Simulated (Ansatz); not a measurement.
## GaTc, space group P-6m2: a scan of the energy under strain, step by step

Computed with Ansatz 0.2.0, Python API.

Run as a notebook:

In [1]:
```python
import ansatz as az
import numpy as np

SETTINGS = {
    "filling": "fermi_dirac",
    "scf_tol": 1e-06,
    "max_iterations": 80,
    "kgrid": (14, 14, 9),
}
```

In [2]:
```python
VECTORS = np.array([
    [2.85887, 0.0, 0.0],
    [-1.429435, 2.475854, 0.0],
    [0.0, 0.0, 4.076294],
])
SITES = [
    ("Ga", [2 / 3, 1 / 3, 0.5]),
    ("Tc", [1 / 3, 2 / 3, 0.0]),
]
```

In [3]:
```python
def on_lattice(cell):
    crystal = az.Crystal(lattice=az.Lattice.of(cell))
    for symbol, position in SITES:
        crystal = crystal.atom(symbol, position)
    return crystal
```

In [4]:
```python
values = np.linspace(-0.05, 0.05, 7)
energies = []
for d in values:
    strain = np.diag([d, d, (1 + d) ** -2 - 1])
    cell = VECTORS @ (np.eye(3) + strain)
    base = (
        on_lattice(cell).calculation()
        .functional(az.Functional.LDA)
        .pseudopotentials("nc")
        .occupations(SETTINGS["filling"])
        .mixing("anderson", preconditioner="none")
        .scf(tolerance=SETTINGS["scf_tol"], max_iterations=SETTINGS["max_iterations"], algorithm="direct_min")
        .kpoints(*SETTINGS["kgrid"])
    )
    summary = base.run().report
    energies.append(summary["free_energy_ev"] / len(SITES))
    print(f"d = {d:+.4f}  F = {energies[-1]:.5f} eV/atom")
energies = np.array(energies)
```
```text
DeckWarning: basis.ecutwfc = 1197.300995 eV, auto-derived from the records' recommended cutoffs: set by Tc (normal level)
d = -0.0500  F = -2194.43019 eV/atom
d = -0.0333  F = -2194.50155 eV/atom
d = -0.0167  F = -2194.54390 eV/atom
d = +0.0000  F = -2194.55702 eV/atom
d = +0.0167  F = -2194.54520 eV/atom
d = +0.0333  F = -2194.51751 eV/atom
d = +0.0500  F = -2194.48300 eV/atom
```

In [5]:
```python
for value, e in zip(values, energies):
    print(f"strain {value:7.3f}   E - Emin = {1000 * (e - energies.min()):9.3f} meV/atom")
np.savetxt("strain.csv", np.column_stack([values, energies]), fmt="%.6f", delimiter=",", header="strain,energy_eV_per_atom")
curvature = 2 * np.polyfit(values, energies, 3)[1]
volume = abs(np.linalg.det(VECTORS)) / len(SITES)
print(f"d2E/dd2 over the volume: {curvature / volume * 160.21766:.1f} GPa")
```
```text
strain  -0.050   E - Emin =   126.836 meV/atom
strain  -0.033   E - Emin =    55.470 meV/atom
strain  -0.017   E - Emin =    13.121 meV/atom
strain   0.000   E - Emin =     0.000 meV/atom
strain   0.017   E - Emin =    11.826 meV/atom
strain   0.033   E - Emin =    39.509 meV/atom
strain   0.050   E - Emin =    74.022 meV/atom
d2E/dd2 over the volume: 884.8 GPa
```

`strain.csv`, as written:
```csv
# strain,energy_eV_per_atom
-0.050000,-2194.430186
-0.033333,-2194.501551
-0.016667,-2194.543901
0.000000,-2194.557022
0.016667,-2194.545196
0.033333,-2194.517513
0.050000,-2194.482999
```

Against the unstrained cell the energy per atom changes by +126.84 meV at one end of the scan and +74.02 meV at the other, and its second derivative over the volume is 884.8 GPa.

The settings weren't tested for convergence. The curvature belongs to this strain pattern and to the cell's stress; it equals a single elastic constant only for simple patterns. In a metal a curvature from energy changes of a few meV or less hangs on mesh and smearing, in size and even in sign. This cell is a computed structure, which may not be the phase found in nature. Warnings are shown shortened and without file and line. The ions keep their fractional positions (clamped ions). Finished in 6.6 min on 1 thread of Arm Neoverse V2 (shared host), peak memory 0.81 GiB.
